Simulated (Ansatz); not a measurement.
# Au (Au (111), 3 layers): a single-point run

Wanted: a converged single-point run for Au (Au (111), 3 layers), and a check of what comes out. The structure is shown as the input types it.

Method: DFT, PBE, PAW with Ansatz's default frozen-core files, fully relativistic files with spin-orbit coupling, in Ansatz 0.2.0.

### 1 The structure to begin with

Symmetry: P-3m1, No. 164, trigonal system. Conventional cell: a = 2.940 Å, b = 2.940 Å, c = 20.801 Å, α = 90.00°, β = 90.00°, γ = 120.00°. Au (site symmetry 3m) is surrounded by 9 Au at 2.94 to 2.95 Å. Au (site symmetry -3m) is surrounded by 12 Au at 2.94 to 2.95 Å.

As a file:

```cif
data_structure
_symmetry_space_group_name_H-M 'P-3m1'
_symmetry_Int_Tables_number 164
_cell_length_a 2.9401
_cell_length_b 2.9401
_cell_length_c 20.8012
_cell_angle_alpha 90.000
_cell_angle_beta 90.000
_cell_angle_gamma 120.000
_cell_volume 155.72
loop_
_atom_site_label
_atom_site_type_symbol
_atom_site_symmetry_multiplicity
_atom_site_Wyckoff_symbol
_atom_site_fract_x
_atom_site_fract_y
_atom_site_fract_z
_atom_site_occupancy
Au1 Au 2 d 0.66667 0.33333 0.38395 1
Au2 Au 1 b 0.00000 0.00000 0.50000 1
```

### 2 The run

input.yaml

```yaml
crystal:
  lattice:
    - [2.9400990585, 0.0, 0.0]
    - [-1.4700495293, 2.5462004743, 0.0]
    - [0.0, 0.0, 20.8012]
  atoms:
    - { symbol: Au, position: [0.1666666667, 0.3333333333, 0.383952032] }
    - { symbol: Au, position: [0.5, 1.0, 0.499999922] }
    - { symbol: Au, position: [0.8333333333, 0.6666666667, 0.6160480458] }
kpoints:
  mp_grid: { grid: [13, 13, 1] }
scf:
  occupations: { method: fermi_dirac, width: 2.0 }
  max_iter: 75
hamiltonian:
  xc: pbe
  pseudopotentials: { kind: paw_fr }
output:
  forces: true
  stress: true
  eigenvalues: true
efield:
  axis: 3
  amplitude: 0
  dipole_correction: true
magnetization:
  noncollinear: true
  spin_orbit: true
```

Started as:

```bash
$ ansatz run input.yaml --threads 1 --pin off --max-ram 3584MiB --backend cpu --events-out ev --progress --plain --runs-dir out
```

Q: Will this input give a usable result? If not, why, and what should change?

The run converged and reported no error, with warnings (vacuum density over bound). Its log warns: «efield: at this solve's end the planar-averaged density reaches 6.78e-4 e/Å³ inside the ramp window [0.9019, 0.0981] (bound 1e-5 e/Å³) ...»

Look at the input: scf.occupations.width is 2.0. Occupations are smeared over electronvolts, wider than many features of the bands. A Fermi-Dirac width of 2 eV is an electron temperature of 23200 K.

Run again and compare: set scf.occupations.width to 0.05.
